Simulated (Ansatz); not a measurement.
**AlSe: test of scalar relativity in Python**

The task is a test of scalar relativity, for AlSe.

Computed with the Python package of Ansatz 0.2.0. The levels of theory stand in the script.

## Step 1: The structure

Bond lengths: Al1–Se2 2.310 Å.

No structure file is read: the coordinates are typed or built in the script.

## Step 2: The script

x2c.py reads:

```python
import logging
import sys

import ansatz
import numpy as np

logging.basicConfig(stream=sys.stdout, format="[%(levelname)s] %(message)s")
log = logging.getLogger("run")
log.setLevel(logging.INFO)

SETTINGS = {
    "xc": "PBE",
    "dispersion": "d4",
}

geometry_ang = [
    ("Al", (0.0, 0.0, 0.0)),
    ("Se", (0.0, 0.0, 2.31)),
]
geometry = ansatz.Crystal.molecule()
for symbol, xyz in geometry_ang:
    geometry = geometry.atom(symbol, xyz)

base = (
    geometry.calculation()
    .functional(SETTINGS["xc"], dispersion=SETTINGS["dispersion"])
    .spin("collinear", total=1)
    .forces()
)
sets = {"none": "cc-pVTZ", "scalar": "cc-pVTZ-DK"}
found = {kind: base.basis(gaussian=basis).pseudopotentials(relativity=kind).run(threads=1).report for kind, basis in sets.items()}
for kind, each in found.items():
    dipole = 4.803205 * np.linalg.norm(each["charge_distribution"]["dipole_moment_e_ang"])
    log.info(f"{kind:7s} E = {each['free_energy_ev']:.4f} eV  dipole {dipole:.3f} D  largest force component {np.abs(each['forces_ev_ang']).max():.4f} eV/A")
log.info(f"relativity lowers the total energy by {found['none']['free_energy_ev'] - found['scalar']['free_energy_ev']:.3f} eV")
```

## Step 3: What the engine is handed

The package turns the script's settings into the engine's input (first run):

```yaml
crystal:
  periodic: [false, false, false]
  atoms:
    - { symbol: Al, position_ang: [0.0, 0.0, 0.0] }
    - { symbol: Se, position_ang: [0.0, 0.0, 2.31] }
basis:
  gaussian:
    orbitals: cc-pVTZ
hamiltonian:
  xc: pbe
  dispersion: d4
  pseudopotentials:
    relativity: none
magnetization:
  spin_polarized: true
  initial_magnetization: 1.0
output:
  forces: true
```

## Step 4: The run

Launch:

```bash
> python x2c.py
```

The program printed:

```text
[INFO] none    E = -71934.4416 eV  dipole 3.503 D  largest force component 1.5069 eV/A
[INFO] scalar  E = -72717.3940 eV  dipole 3.444 D  largest force component 1.5281 eV/A
[INFO] relativity lowers the total energy by 782.952 eV
```

It took 10 s on 1 thread of Arm Neoverse V2, shared host; peak memory 0.22 GiB.

## Step 5: Inputs of later runs

The engine's inputs for the other runs:

Run 2, against run 1:

```diff
@@ -8 +8 @@
-    orbitals: cc-pVTZ
+    orbitals: cc-pVTZ-DK
@@ -13 +13 @@
-    relativity: none
+    relativity: scalar
```

## Step 6: Run by run

The 2 runs, in the order started:

```csv
run,basis,relativity,energy (eV),<S²>,SCF cycles,CPU time (s)
1,cc-pVTZ,none,-71934.4416,0.76,42,5
2,cc-pVTZ-DK,scalar,-72717.3940,0.76,42,5.1
```

## Step 7: Outcome

| quantity | value |
| --- | --- |
| relativistic lowering of the total energy | 782.952 eV |
| runs compared | 2 |

In words: The total moves by -783.0 eV, nearly all in the cores, and the dipole from 3.50 to 3.44 D. Notes:
- The geometry is a force-field or estimated start, not a minimum of this method. The basis set changes with the Hamiltonian (a set recontracted for scalar relativity), and most of the change in the total lies in the cores.
- The run takes the species as open-shell (spin multiplicity 2), which needn't be its ground state.
- The spin state was assumed, and another may lie lower.
